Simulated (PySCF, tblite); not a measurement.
# C₁₂H₁₀Se: NMR shieldings, part 2 of 3

tblite 0.8.0 and PySCF 2.14.0. Atoms count from 0.

## 5. NMR shieldings: KT2/pcSseg-1 Se:us-x2c-TZVPall-2c (KT2), spin–orbit

Job settings and geometry (Å):

```
{"job": {"kind": "hnmr", "xc": "KT2", "basis": {"default": "pcSseg-1", "Se": "us-x2c-TZVPall-2c"}, "rel": "so"}, "charge": 0, "multiplicity": 1}
C     -3.631336     0.351175    -0.885130
C     -2.364899     0.887488    -1.041822
C     -1.280486     0.331707    -0.386256
C     -1.467454    -0.776595     0.425424
Se    -0.034107    -1.606703     1.402665
C      1.470217    -0.576922     0.754891
C      2.096752     0.320822     1.605053
C      3.177747     1.054977     1.148691
C      3.630238     0.889993    -0.149609
C      3.006047    -0.015211    -0.993118
C      1.928339    -0.756151    -0.542299
C     -2.737473    -1.319774     0.584980
C     -3.814332    -0.753382    -0.068521
H     -4.474077     0.792576    -1.395540
H     -2.216316     1.749109    -1.676420
H     -0.296335     0.761754    -0.506857
H      1.735164     0.443321     2.615864
H      3.665191     1.758302     1.808089
H      4.472444     1.465340    -0.504945
H      3.363851    -0.149362    -2.003527
H      1.437952    -1.467422    -1.191989
H     -2.871802    -2.182233     1.224162
H     -4.800076    -1.175825     0.059230
```

Method: KT2/pcSseg-1 Se:us-x2c-TZVPall-2c GIAO NMR shielding, X2C with spin-orbit coupling, screened-nuclear two-electron part, Gaussian nuclei, gas phase.

Output:

```text
spin-free SCF
coarse grid: 94216 points
cycle   1  E = -2911.3451384249  dE =  1.935e+00  |g| = 1.031e+00  |ddm| = 5.295e+00
cycle   2  E = -2911.2359041924  dE =  1.092e-01  |g| = 8.999e-01  |ddm| = 1.767e+00
cycle   3  E = -2911.4009963319  dE = -1.651e-01  |g| = 4.221e-01  |ddm| = 1.593e+00
cycle   4  E = -2911.4404577830  dE = -3.946e-02  |g| = 2.368e-01  |ddm| = 7.659e-01
cycle   5  E = -2911.4538435030  dE = -1.339e-02  |g| = 6.671e-02  |ddm| = 3.270e-01
cycle   6  E = -2911.4550268645  dE = -1.183e-03  |g| = 1.880e-02  |ddm| = 8.271e-02
cycle   7  E = -2911.4550991574  dE = -7.229e-05  |g| = 6.730e-03  |ddm| = 2.229e-02
cycle   8  E = -2911.4551089647  dE = -9.807e-06  |g| = 3.705e-03  |ddm| = 1.141e-02
cycle   9  E = -2911.4551129115  dE = -3.947e-06  |g| = 6.995e-04  |ddm| = 4.451e-03
final grid: 201296 points
cycle  10  E = -2911.4552406715  dE =  2.039e-07  |g| = 3.826e-03  |ddm| = 4.508e-03
cycle  11  E = -2911.4552376622  dE =  3.009e-06  |g| = 3.530e-03  |ddm| = 5.505e-03
cycle  12  E = -2911.4552384453  dE = -7.831e-07  |g| = 3.099e-03  |ddm| = 7.120e-03
cycle  13  E = -2911.4552411365  dE = -2.691e-06  |g| = 8.159e-04  |ddm| = 3.660e-03
cycle  14  E = -2911.4552413149  dE = -1.784e-07  |g| = 8.840e-05  |ddm| = 8.726e-04
cycle  15  E = -2911.4552413170  dE = -2.080e-09  |g| = 1.917e-05  |ddm| = 1.005e-04
converged SCF energy = -2911.4552413170
two-component SCF
cycle   1  E = -2911.4005621438  dE = -2.911e+03  |FDS-SDF| = 8.077e+00
cycle   2  E = -2911.5179411985  dE = -1.174e-01  |FDS-SDF| = 7.591e-03
cycle   3  E = -2911.5179411433  dE =  5.513e-08  |FDS-SDF| = 1.718e-03
cycle   4  E = -2911.5179406562  dE =  4.871e-07  |FDS-SDF| = 1.886e-03
cycle   5  E = -2911.5179412890  dE = -6.328e-07  |FDS-SDF| = 6.278e-04
cycle   6  E = -2911.5179414039  dE = -1.149e-07  |FDS-SDF| = 9.364e-05
cycle   7  E = -2911.5179414059  dE = -2.088e-09  |FDS-SDF| = 3.581e-05
converged, E = -2911.5179414059

Field gradients (au) and densities at the nuclei (bohr^-3)
atom        Vxx        Vyy        Vzz        centre      nuclear mean
  0 C     -0.1130    -0.1625     0.2755        115.078        115.077
  1 C     -0.1254    -0.1823     0.3077        115.092        115.092
  2 C     -0.1082    -0.1500     0.2582        115.084        115.084
  3 C      0.1099     0.1846    -0.2945        115.105        115.105
  4 Se     1.3776     4.5338    -5.9113      35702.285      35677.495
  5 C      0.1145     0.1703    -0.2848        115.101        115.101
  6 C     -0.1390    -0.1744     0.3135        115.114        115.114
  7 C     -0.1312    -0.1774     0.3086        115.094        115.094
  8 C     -0.1360    -0.1832     0.3192        115.091        115.091
  9 C     -0.1317    -0.1770     0.3087        115.094        115.094
 10 C     -0.1384    -0.1730     0.3113        115.116        115.116
 11 C     -0.0970    -0.1415     0.2385        115.079        115.079
 12 C     -0.1246    -0.1793     0.3039        115.089        115.089
 13 H     -0.1540    -0.1749     0.3289          0.398          0.398
 14 H     -0.1541    -0.1724     0.3265          0.398          0.398
 15 H     -0.1491    -0.1714     0.3206          0.394          0.394
 16 H     -0.1531    -0.1696     0.3227          0.395          0.395
 17 H     -0.1536    -0.1722     0.3258          0.397          0.397
 18 H     -0.1541    -0.1722     0.3264          0.397          0.397
 19 H     -0.1537    -0.1722     0.3259          0.397          0.397
 20 H     -0.1526    -0.1692     0.3218          0.395          0.395
 21 H     -0.1487    -0.1738     0.3225          0.397          0.397
 22 H     -0.1543    -0.1730     0.3272          0.398          0.398
without picture change
  4 Se                          -6.1011                     53850.892

Core orbital energies (eV)
atom   shell        mean    spread
  4 Se 1s       -12536.906   0.000
  4 Se 2s        -1614.882   0.000
  4 Se 3s         -215.475   0.000
  4 Se 4s          -18.614   0.000
  4 Se 2p1/2     -1447.186   0.000
  4 Se 2p3/2     -1405.758   0.060
  4 Se 3p1/2      -158.088   0.000
  4 Se 3p3/2      -152.236   0.201
  4 Se 3d3/2       -53.986   0.219
  4 Se 3d5/2       -53.124   0.282

vertical triplet (scalar unrestricted SCF): 3.583 eV

Shielding tensors (ppm)
atom      isotropic    diamagn.    paramagn.     s11        s22        s33       span
  0 C        67.01      253.64     -186.63     -30.32      56.90     174.46     204.78
  1 C        61.40      252.78     -191.38     -40.55      55.01     169.75     210.30
  2 C        64.50      255.46     -190.96     -33.85      55.85     171.52     205.36
  3 C        49.43      254.30     -204.87     -32.08      37.99     142.36     174.44
  4 Se     1545.86     2886.17    -1340.32    1154.12    1562.96    1920.49     766.37
  5 C        59.81      255.80     -195.99     -33.90      46.52     166.82     200.72
  6 C        51.96      250.46     -198.49     -45.21      51.81     149.30     194.51
  7 C        60.29      254.01     -193.72     -40.79      51.25     170.43     211.22
  8 C        61.52      253.56     -192.05     -40.07      47.33     177.29     217.35
  9 C        60.40      253.82     -193.42     -40.59      51.27     170.53     211.12
 10 C        50.37      251.15     -200.77     -46.83      46.75     151.20     198.04
 11 C        64.94      249.65     -184.71     -32.05      63.40     163.47     195.52
 12 C        62.59      253.53     -190.94     -37.40      54.52     170.66     208.06
 13 H        24.70       28.67       -3.98      21.48      26.09      26.51       5.03
 14 H        24.64       32.41       -7.77      20.86      24.86      28.21       7.36
 15 H        24.99       36.83      -11.83      18.61      22.85      33.52      14.90
 16 H        23.75       33.29       -9.54      18.89      22.70      29.65      10.77
 17 H        24.15       28.97       -4.82      20.88      24.87      26.70       5.82
 18 H        24.15       28.38       -4.23      21.12      25.30      26.02       4.90
 19 H        24.16       30.35       -6.19      21.03      24.52      26.92       5.89
 20 H        23.78       33.63       -9.85      19.30      21.73      30.32      11.02
 21 H        24.35       31.77       -7.42      19.88      23.09      30.09      10.21
 22 H        24.49       27.60       -3.11      21.18      25.57      26.73       5.55
```

Run time: 4.2 min. Hardware: 1 thread of Arm Neoverse V2, shared host; peak memory 1.8 GiB.

From this job:

```
                       quantity       value
energy from spin-orbit coupling  -0.0627 Eh
```

## 6. NMR shieldings: B3LYP/pcSseg-1 Se:us-x2c-TZVPall-2c (B3LYP), spin–orbit

Settings changed since step 5:

```diff
@@ -1,2 +1,2 @@
-{"job": {"kind": "hnmr", "xc": "KT2", "basis": {"default": "pcSseg-1", "Se": "us-x2c-TZVPall-2c"}, "rel": "so"}, "charge": 0, "multiplicity": 1}
+{"job": {"kind": "hnmr", "xc": "B3LYP", "basis": {"default": "pcSseg-1", "Se": "us-x2c-TZVPall-2c"}, "rel": "so"}, "charge": 0, "multiplicity": 1}
 C     -3.631336     0.351175    -0.885130
```

Level: B3LYP/pcSseg-1 Se:us-x2c-TZVPall-2c GIAO NMR shielding, X2C with spin-orbit coupling, screened-nuclear two-electron part, Gaussian nuclei, gas phase.

Output:

```text
spin-free SCF
coarse grid: 94216 points
cycle   1  E = -2893.2909545056  dE =  2.229e+00  |g| = 5.352e-01  |ddm| = 5.106e+00
cycle   2  E = -2893.2698496233  dE =  2.110e-02  |g| = 6.049e-01  |ddm| = 1.366e+00
cycle   3  E = -2893.3572576443  dE = -8.741e-02  |g| = 1.021e-01  |ddm| = 6.694e-01
cycle   4  E = -2893.3596054782  dE = -2.348e-03  |g| = 5.938e-02  |ddm| = 2.068e-01
cycle   5  E = -2893.3605281859  dE = -9.227e-04  |g| = 1.841e-02  |ddm| = 7.701e-02
cycle   6  E = -2893.3606154175  dE = -8.723e-05  |g| = 6.940e-03  |ddm| = 2.235e-02
cycle   7  E = -2893.3606220768  dE = -6.659e-06  |g| = 1.195e-03  |ddm| = 5.074e-03
final grid: 201296 points
cycle   8  E = -2893.3606226759  dE =  8.900e-07  |g| = 2.232e-03  |ddm| = 4.961e-03
cycle   9  E = -2893.3606184825  dE =  4.193e-06  |g| = 4.437e-03  |ddm| = 6.724e-03
cycle  10  E = -2893.3606240739  dE = -5.591e-06  |g| = 2.771e-04  |ddm| = 4.518e-03
cycle  11  E = -2893.3606240935  dE = -1.963e-08  |g| = 5.193e-05  |ddm| = 2.814e-04
cycle  12  E = -2893.3606240941  dE = -5.543e-10  |g| = 2.210e-05  |ddm| = 8.215e-05
converged SCF energy = -2893.3606240941
two-component SCF
cycle   1  E = -2893.3062183154  dE = -2.893e+03  |FDS-SDF| = 8.057e+00
cycle   2  E = -2893.4231804455  dE = -1.170e-01  |FDS-SDF| = 6.892e-02
cycle   3  E = -2893.4232580107  dE = -7.757e-05  |FDS-SDF| = 2.385e-03
cycle   4  E = -2893.4232634028  dE = -5.392e-06  |FDS-SDF| = 1.192e-03
cycle   5  E = -2893.4232640163  dE = -6.135e-07  |FDS-SDF| = 6.724e-04
cycle   6  E = -2893.4232642448  dE = -2.285e-07  |FDS-SDF| = 1.778e-04
cycle   7  E = -2893.4232642562  dE = -1.132e-08  |FDS-SDF| = 1.074e-04
cycle   8  E = -2893.4232642599  dE = -3.782e-09  |FDS-SDF| = 2.686e-05
converged, E = -2893.4232642599

Field gradients (au) and densities at the nuclei (bohr^-3)
atom        Vxx        Vyy        Vzz        centre      nuclear mean
  0 C     -0.1197    -0.1847     0.3043        114.564        114.564
  1 C     -0.1332    -0.2061     0.3392        114.579        114.579
  2 C     -0.1233    -0.1648     0.2881        114.568        114.568
  3 C      0.0997     0.2164    -0.3161        114.583        114.583
  4 Se     1.4839     4.9650    -6.4489      35307.495      35283.649
  5 C      0.1089     0.1924    -0.3013        114.580        114.580
  6 C     -0.1488    -0.1939     0.3427        114.599        114.599
  7 C     -0.1371    -0.1991     0.3363        114.579        114.579
  8 C     -0.1420    -0.2051     0.3471        114.578        114.578
  9 C     -0.1372    -0.1987     0.3359        114.579        114.579
 10 C     -0.1474    -0.1915     0.3389        114.601        114.601
 11 C     -0.1058    -0.1621     0.2680        114.564        114.564
 12 C     -0.1331    -0.2027     0.3358        114.576        114.576
 13 H     -0.1529    -0.1746     0.3275          0.396          0.396
 14 H     -0.1530    -0.1722     0.3252          0.396          0.396
 15 H     -0.1469    -0.1712     0.3181          0.394          0.394
 16 H     -0.1514    -0.1694     0.3209          0.394          0.394
 17 H     -0.1525    -0.1721     0.3246          0.395          0.395
 18 H     -0.1530    -0.1721     0.3251          0.395          0.395
 19 H     -0.1526    -0.1721     0.3247          0.395          0.395
 20 H     -0.1508    -0.1689     0.3197          0.394          0.394
 21 H     -0.1469    -0.1737     0.3205          0.395          0.395
 22 H     -0.1532    -0.1727     0.3258          0.396          0.396
without picture change
  4 Se                          -6.6559                     53185.166

Core orbital energies (eV)
atom   shell        mean    spread
  4 Se 1s       -12541.091   0.000
  4 Se 2s        -1624.059   0.000
  4 Se 3s         -219.832   0.000
  4 Se 4s          -20.184   0.000
  4 Se 2p1/2     -1455.934   0.000
  4 Se 2p3/2     -1414.424   0.061
  4 Se 3p1/2      -162.047   0.000
  4 Se 3p3/2      -156.103   0.198
  4 Se 3d3/2       -56.415   0.236
  4 Se 3d5/2       -55.542   0.303

Shielding tensors (ppm)
atom      isotropic    diamagn.    paramagn.     s11        s22        s33       span
  0 C        52.29      253.21     -200.92     -56.03      40.54     172.36     228.39
  1 C        46.80      252.89     -206.09     -66.71      38.33     168.78     235.48
  2 C        50.06      254.89     -204.82     -58.88      39.57     169.51     228.39
  3 C        34.00      254.18     -220.18     -59.13      18.61     142.53     201.66
  4 Se     1494.76     2880.10    -1385.34    1061.86    1515.13    1907.29     845.42
  5 C        44.39      255.39     -211.00     -60.56      24.23     169.50     230.07
  6 C        37.30      250.54     -213.25     -71.03      35.20     147.71     218.74
  7 C        46.18      253.80     -207.62     -65.91      35.12     169.33     235.24
  8 C        46.59      253.12     -206.53     -65.84      30.99     174.61     240.45
  9 C        46.33      253.68     -207.35     -65.72      35.23     169.48     235.20
 10 C        35.40      251.02     -215.61     -73.18      29.38     150.01     223.18
 11 C        50.46      250.05     -199.60     -57.61      46.96     162.02     219.64
 12 C        47.86      253.37     -205.51     -63.63      37.56     169.64     233.27
 13 H        24.68       28.61       -3.93      21.42      25.73      26.88       5.46
 14 H        24.66       32.46       -7.80      20.89      24.40      28.70       7.80
 15 H        25.13       36.89      -11.76      18.69      22.65      34.06      15.38
 16 H        23.74       33.29       -9.55      18.91      22.20      30.13      11.22
 17 H        24.18       28.96       -4.78      20.92      24.52      27.10       6.18
 18 H        24.15       28.28       -4.13      21.10      24.81      26.54       5.44
 19 H        24.19       30.37       -6.19      21.09      24.16      27.31       6.23
 20 H        23.80       33.72       -9.92      19.37      21.24      30.80      11.43
 21 H        24.37       31.88       -7.51      19.90      22.60      30.60      10.70
 22 H        24.48       27.59       -3.11      21.17      25.13      27.12       5.95
```

Wall time 10 min (1 thread of Arm Neoverse V2, shared host); peak memory 2.5 GiB.

In short:

```
                       quantity       value
energy from spin-orbit coupling  -0.0626 Eh
```

(Continued in part 3 of 3.)
